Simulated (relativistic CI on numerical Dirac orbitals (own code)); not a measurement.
**Xe²⁺: one ion under different settings**

Aim: see what numerical and physical settings do to the SCF, the total energy and the lowest levels of Xe²⁺.

Method: Dirac-Coulomb-Breit CI, KLI orbitals optimised for each configuration, model QED (radiative potential, 1s self-energy scaled to tabulated hydrogen-like ionisation energies), numerical settings as typed. Code: relativistic CI on numerical Dirac orbitals (own code) version 3.

## (1) The system

```
ion            : Xe²⁺ (Xe III)
nuclear charge : 54
electrons      : 52
isotope        : A = 132
```

## (2) The usual input

Input settings:

```ini
atom Xe  Z=54  charge=2  electrons=52
nucleus A=132  rms_radius_fm=4.7859
hamiltonian dirac-coulomb  breit=on  qed=on  c_scale=1
orbitals kli  potential=per-configuration
slater_scale 1
correlation none
mixing on
grid step=0.0125 r_max=67.1
scf mixing=0.4 start=green max_iterations=150 tolerance=2e-08 node_fill=0.05
configurations
  [Kr] 4d10 5s2 5p4
end
```

Command:

```sh
python run_levels.py task.json out
```

The settings of every run stand in task.json; they run in order.

## (3) End of the grid 33.55, speed-of-light factor 2

Input settings:

```ini
atom Xe  Z=54  charge=2  electrons=52
nucleus A=132  rms_radius_fm=4.7859
hamiltonian dirac-coulomb  breit=on  qed=on  c_scale=2
orbitals kli  potential=per-configuration
slater_scale 1
correlation none
mixing on
grid step=0.0125 r_max=33.55
scf mixing=0.4 start=green max_iterations=150 tolerance=2e-08 node_fill=0.05
configurations
  [Kr] 4d10 5s2 5p4
end
```

## (4) Nuclear radius 5.2645

Input settings:

```ini
atom Xe  Z=54  charge=2  electrons=52
nucleus A=132  rms_radius_fm=5.2645
hamiltonian dirac-coulomb  breit=on  qed=on  c_scale=1
orbitals kli  potential=per-configuration
slater_scale 1
correlation none
mixing on
grid step=0.0125 r_max=67.1
scf mixing=0.4 start=green max_iterations=150 tolerance=2e-08 node_fill=0.05
configurations
  [Kr] 4d10 5s2 5p4
end
```

## (5) Slater scale 1.2, QED terms off, Breit term off

Input settings:

```ini
atom Xe  Z=54  charge=2  electrons=52
nucleus A=132  rms_radius_fm=4.7859
hamiltonian dirac-coulomb  breit=off  qed=off  c_scale=1
orbitals kli  potential=per-configuration
slater_scale 1.2
correlation none
mixing on
grid step=0.0125 r_max=67.1
scf mixing=0.4 start=green max_iterations=150 tolerance=2e-08 node_fill=0.05
configurations
  [Kr] 4d10 5s2 5p4
end
```

## (6) Tolerance 1e-06

Input settings:

```ini
atom Xe  Z=54  charge=2  electrons=52
nucleus A=132  rms_radius_fm=4.7859
hamiltonian dirac-coulomb  breit=on  qed=on  c_scale=1
orbitals kli  potential=per-configuration
slater_scale 1
correlation none
mixing on
grid step=0.0125 r_max=67.1
scf mixing=0.4 start=green max_iterations=150 tolerance=1e-06 node_fill=0.05
configurations
  [Kr] 4d10 5s2 5p4
end
```

## (7) Nuclear radius 4785.9

Input settings:

```ini
atom Xe  Z=54  charge=2  electrons=52
nucleus A=132  rms_radius_fm=4785.9000
hamiltonian dirac-coulomb  breit=on  qed=on  c_scale=1
orbitals kli  potential=per-configuration
slater_scale 1
correlation none
mixing on
grid step=0.0125 r_max=67.1
scf mixing=0.4 start=green max_iterations=92 tolerance=2e-08 node_fill=0.05
configurations
  [Kr] 4d10 5s2 5p4
end
```

(Steps that only read results are left out.)

What does the calculation give? Wanted: lowest level, usual settings; total energy; first excitation.

The runs gave:

| setting | total energy less usual (Ha) | largest shift of a level among the lowest eight of both runs, same label and place (cm⁻¹) | SCF iterations | time | lowest level | kind of change |
| --- | --- | --- | --- | --- | --- | --- |
| usual | 0 | 0 | 11 | 0.081 s | 5p4 3P2 | - |
| end of the grid 33.55, speed-of-light factor 2 | 159 | 9340 | 11 | 0.081 s | 5p4 3P2 | unphysical constant |
| nuclear radius 5.2645 | 0.0495 | 0.0752 | 11 | 0.082 s | 5p4 3P2 | unphysical constant |
| Slater scale 1.2, QED terms off, Breit term off | -9.62 | 5310 | 11 | 0.057 s | 5p4 3P2 | model term |
| tolerance 1e-06 | 0 | 0 | 10 | 0.079 s | 5p4 3P2 | numerical |
| nuclear radius 4785.9 | 3.14e+03 | 12400 | 11 | 0.08 s | 5p4 3P2 | unsound |

```
                    quantity          value
lowest level, usual settings        5p4 3P2
                total energy  -7436.1164 Ha
            first excitation    8882.9 cm⁻¹
```

In words: Among the runs whose levels can be followed, they move most under «nuclear radius 4785.9» (unsound), by up to 12400 cm⁻¹. No visible change in the result comes from «tolerance 1e-06». Only the listed configurations are in the model. In a near-neutral ion this small CI can misplace whole configurations by 10,000 cm⁻¹ or more.
